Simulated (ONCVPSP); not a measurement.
# An ONCV potential for tungsten, from input to tests

Task: generate the file, and judge it by its errors in other configurations, its logarithmic derivatives, its ghosts and its cutoff.

Method: ONCVPSP 4.0.1.1 (patched build), PBE, scalar-relativistic.

### 1 Settings

The settings as typed:

* element: tungsten (W, Z = 74)
* type: optimised norm-conserving Vanderbilt (ONCV)
* frozen core: [Kr] 4d10
* valence charge: 28
* reference configuration: 4f14 5s2 5p6 5d4 6s2
* partial waves: 5s+6s: rc 1.75 bohr, ncon 3, nbas 6, qcut 7 1/bohr, 2 projectors; 5p: rc 1.70 bohr, ncon 4, nbas 7, qcut 6.6 1/bohr, 2 projectors, debl 1.3 Ha; 5d: rc 2.05 bohr, ncon 4, nbas 9, qcut 6.5 1/bohr, 2 projectors, debl 1.6 Ha; 4f: rc 0.55 bohr, ncon 4, nbas 7, qcut 18.2 1/bohr, 2 projectors, debl 2.4 Ha
* local potential: polynomial inside 0.50 bohr (lpopt 5, dvloc0 -1 Ha)
* core correction: not asked for

### 2 Generating the potential

Contents of W.dat:

```
# ATOM AND REFERENCE CONFIGURATION
# atsym  z   nc   nv     iexc    psfile
  W 74.00    9    5        4      upf
#
#   n    l    f
    1    0    2.00
    2    0    2.00
    2    1    6.00
    3    0    2.00
    3    1    6.00
    3    2   10.00
    4    0    2.00
    4    1    6.00
    4    2   10.00
    4    3   14.00
    5    0    2.00
    5    1    6.00
    5    2    4.00
    6    0    2.00
#
# PSEUDOPOTENTIAL AND OPTIMIZATION
# lmax
    3
#
#   l,   rc,      ep,       ncon, nbas, qcut
    0    1.75    0.00    3    6    7.00
    1    1.70    0.00    4    7    6.60
    2    2.05    0.00    4    9    6.50
    3    0.55    0.00    4    7   18.20
#
# LOCAL POTENTIAL
# lloc, lpopt,  rc(5),   dvloc0
    4    5    0.50   -1.00
#
# VANDERBILT-KLEINMAN-BYLANDER PROJECTORs
# l, nproj, debl
    0    2    1.70
    1    2    1.30
    2    2    1.60
    3    2    2.40
#
# MODEL CORE CHARGE
# icmod, fcfact, rcfact
    0    0.00    0.00
#
# LOG DERIVATIVE ANALYSIS
# epsh1, epsh2, depsh
   -4.00    5.00    0.02
#
# OUTPUT GRID
# rlmax, drl
    6.00    0.01
#
# TEST CONFIGURATIONS
# ncnf
    4
# nvcnf
#   n    l    f
    5
    4    3   14.00
    5    0    2.00
    5    1    6.00
    5    2    4.00
    6    0    1.00
#
    5
    4    3   14.00
    5    0    2.00
    5    1    6.00
    5    2    4.00
    6    0    0.00
#
    5
    4    3   14.00
    5    0    2.00
    5    1    6.00
    5    2    3.00
    6    0    0.00
#
    5
    4    3   14.00
    5    0    1.00
    5    1    6.00
    5    2    4.00
    6    0    2.00
#
```

Launch:

```
oncvpsp.x < W.dat > W.out
```

Q: Predict the outcome of this session. Wanted: cutoffs for 1 and 0.1 mHa per electron, occupied waves; bound ghosts; GHOST(+) flags; largest miss of a reference level; largest test error; largest phase difference near zero energy, channels read; projector energies reset by the program.

The runs gave:

```
                                                quantity                                              value
  cutoffs for 1 and 0.1 mHa per electron, occupied waves                                 737 Ha and 1134 Ha
                                            bound ghosts  s at -1284.70 eV, p at -619.79 eV, d at -52.77 eV
                                          GHOST(+) flags                                         s at 45 eV
                       largest miss of a reference level                                        32 meV (4f)
                            largest test error (AE − PS)                 -194 meV, for 4f14 5s1 5p6 5d4 6s2
largest phase difference near zero energy, channels read                                          0.001 rad
                 projector energies reset by the program                                p: -1.588, 0.250 Ha
```

A bound ghost (s, p, d) makes it unfit for use: electrons can fall into a state that the atom doesn't have. Already in the reference configuration the 4f level is off by 32 meV. By total energies transferability is fair for so large an energy: the largest error is 194 meV on 85.4 eV, for 4f14 5s1 5p6 5d4 6s2. That test lies far up in energy; among those under 40 eV, nearer to bonding, the largest error is 14 meV. The potential is very hard: the looser tolerance needs 737 Ha. At the looser tolerance the 4f wave is the slowest; 5s needs 17 Ha. Near zero energy the phases of the channels with partial waves agree within 0.001 rad. The pseudo curves have poles with no partner nearby in the atom's: s at 1.66 Ha, d at -1.92 Ha. At positive energy that is a spurious or a displaced resonance. The program also flags highly localised states, GHOST(+) (s). All of this concerns the isolated atom, not yet a solid.
